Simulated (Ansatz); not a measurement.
# CH₄FNOSi: basis-set convergence

One table from this session's results is given with a row withheld; the runs are named, their logs left out.

Method: one geometry, several basis sets; program: Ansatz 0.2.0, Gaussian basis.

Plan: PBE0-D4/def2-SVP; ωB97M-V/def2-SVP; PBE0-D4/def2-QZVPP; ωB97M-V/def2-QZVPP; the functionals' def2-TZVPP values are taken from earlier runs.

### The relaxed structure

An earlier PBE0-D4 in a triple-zeta def2 set relaxation fixed the geometry.

9 atoms, charge 0, spin multiplicity 1.

Atoms are counted from 1 here; the program's logs count them from 0.

Bond lengths: O1–C2 1.359 Å, O1–H6 0.966 Å, C2–F3 1.383 Å, C2–N4 1.435 Å, C2–Si5 1.845 Å, N4–Si5 1.733 Å, N4–H7 1.011 Å, Si5–H8 1.480 Å, Si5–H9 1.478 Å. Angles: C2–O1–H6 108.6°, O1–C2–F3 109.8°, O1–C2–N4 118.3°, O1–C2–Si5 127.7°, F3–C2–N4 112.4°, F3–C2–Si5 117.3°, N4–C2–Si5 62.3°, C2–N4–Si5 70.5°, C2–N4–H7 119.5°, Si5–N4–H7 132.5°, C2–Si5–N4 47.2°, C2–Si5–H8 117.5°, C2–Si5–H9 126.1°, N4–Si5–H8 119.9°, N4–Si5–H9 116.6°, H8–Si5–H9 113.4°.

The first run:

The input, in.yaml:

```yaml
crystal:
  periodic: [false, false, false]
  atoms:
    - {symbol: O, position_ang: [1.078413, 1.460633, 0.268817]}
    - {symbol: C, position_ang: [0.609988, 0.234984, -0.085814]}
    - {symbol: F, position_ang: [1.559452, -0.429612, -0.840538]}
    - {symbol: N, position_ang: [-0.703221, 0.147068, -0.658260]}
    - {symbol: Si, position_ang: [-0.642674, -0.793755, 0.795602]}
    - {symbol: H, position_ang: [0.997473, 2.052319, -0.490903]}
    - {symbol: H, position_ang: [-0.806483, -0.105703, -1.631183]}
    - {symbol: H, position_ang: [-0.495751, -2.264254, 0.717402]}
    - {symbol: H, position_ang: [-1.508596, -0.347981, 1.907776]}
basis:
  gaussian: {orbitals: def2-SVP}
hamiltonian: {xc: pbe0, dispersion: d4}
output: {orbitals: {seedname: orbitals}}
```

Run with:

```sh
$ ansatz run in.yaml --threads 2 --pin off --events-out ev --progress --plain --max-ram 4352MiB
```

Among the steps run: PBE0-D4 in def2-SVP; ωB97M-V in def2-SVP; PBE0-D4 in def2-QZVPP; ωB97M-V in def2-QZVPP.

One of the session's tables, all rows but one given; the rest of the session is left out.

```
functional       basis  HOMO (eV)
   PBE0-D4    def2-SVP          ?
   PBE0-D4  def2-TZVPP      -7.32
   PBE0-D4  def2-QZVPP      -7.36
   ωB97M-V    def2-SVP      -9.41
   ωB97M-V  def2-TZVPP      -9.57
   ωB97M-V  def2-QZVPP      -9.61
```

Estimate the missing values for PBE0-D4, def2-SVP.

As computed: HOMO (eV): -7.18. In the column «HOMO (eV)» it is the highest.
